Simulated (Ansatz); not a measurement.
**Cl− with CH3I: structure and interaction energy**

An exercise on one series of results from a longer session: the logs are not shown, and one member is left open.

Computed with Ansatz 0.2.0, Gaussian basis. Level: PBE0-D4 structure, single points in def2-TZVPPD.

Levels: PBE-D4, revPBE-D4, BLYP-D4, r2SCAN-D4, B97M-V, PBE0-D4, B3LYP-D4, HSE06-D4, wB97X-V, wB97M-V, B2PLYP, Hartree-Fock, MP2, CCSD, CCSD(T). The reference is CCSD(T) extrapolated to the basis limit. For elements past Ar these valence bases correlate outer-core shells poorly, so that limit is rough.

Cores are frozen in the correlated methods. Filled d shells of the heavier atoms are correlated. Core potentials replace the inner electrons past krypton, and spin-orbit coupling is left out. B3LYP uses VWN-RPA correlation. B2PLYP carries no dispersion term here.

163 further runs of the same task are left out: 163 set aside as unsound or not needed. Runs told in other sessions of the task aren't counted.

## The system as given

The pair, from a GFN2-xTB docking trial: 6 atoms, charge -1, spin multiplicity 1.

Atoms are counted from 1 here; the program's logs count them from 0.

Bond lengths: C2–I3 2.141 Å, C2–H4 1.091 Å, C2–H5 1.083 Å, C2–H6 1.083 Å. Angles: I3–C2–H4 110.6°, I3–C2–H5 107.4°, I3–C2–H6 107.8°, H4–C2–H5 110.4°, H4–C2–H6 110.0°, H5–C2–H6 110.5°.

As a file:

```xyz
6

Cl   -0.0682    0.0328   -2.8051
C     0.0235    0.1513    0.4074
I    -0.0787   -1.4149    1.8640
H    -0.0942   -0.2520   -0.5993
H    -0.7719    0.8524    0.6295
H     0.9895    0.6304    0.5035
```

Atoms 1 to 1 are fragment A (Cl−), the rest fragment B (CH3I).

Set-up of the first run:

pre/in.yaml reads:

```yaml
crystal:
  periodic: [false, false, false]
  atoms:
    - {symbol: Cl, position_ang: [-0.068200, 0.032800, -2.805100]}
    - {symbol: C, position_ang: [0.023500, 0.151300, 0.407400]}
    - {symbol: I, position_ang: [-0.078700, -1.414900, 1.864000]}
    - {symbol: H, position_ang: [-0.094200, -0.252000, -0.599300]}
    - {symbol: H, position_ang: [-0.771900, 0.852400, 0.629500]}
    - {symbol: H, position_ang: [0.989500, 0.630400, 0.503500]}
basis:
  gaussian: {orbitals: def2-SVPD}
total_charge: -1
hamiltonian: {xc: pbe, dispersion: d4}
relax: {f_tol: 0.03, max_steps: 250}
```

On the command line:

```console
$ ansatz run in.yaml --threads 4 --pin off --events-out ev --progress --plain --max-ram 9574MiB
```

Steps of the session up to this table: A first relaxation in a small basis; Relaxation at PBE0-D4; wB97X-V/def2-TZVPPD; wB97M-V/def2-TZVPPD; B2PLYP/def2-TZVPPD; B97M-V/def2-TZVPPD; CCSD(T)/def2-TZVPPD; MP2/def2-QZVPPD; SPW92/def2-SVP; wB97M-V/def2-SVP; CCSD(T)/def2-SVP; Vibrations of the pair.

One table of the session follows, with a row left open; its other results are not shown here.

| method | interaction (kJ/mol) |
| --- | --- |
| PBE-D4 | ? |
| revPBE-D4 | -53.14 |
| BLYP-D4 | -51.25 |
| r2SCAN-D4 | -55.33 |
| B97M-V | -51.29 |
| PBE0-D4 | -51.80 |
| B3LYP-D4 | -49.29 |
| HSE06-D4 | -52.26 |
| wB97X-V | -46.82 |
| wB97M-V | -47.60 |
| B2PLYP | -44.05 |
| Hartree-Fock | -35.99 |
| MP2 | -45.94 |
| CCSD | -41.84 |
| CCSD(T) | -44.00 |
| CCSD(T)/CBS | -48.72 |

Estimate the missing values for PBE-D4.

**Answer.** interaction (kJ/mol): -55.59. In the column «interaction (kJ/mol)» it is the lowest.
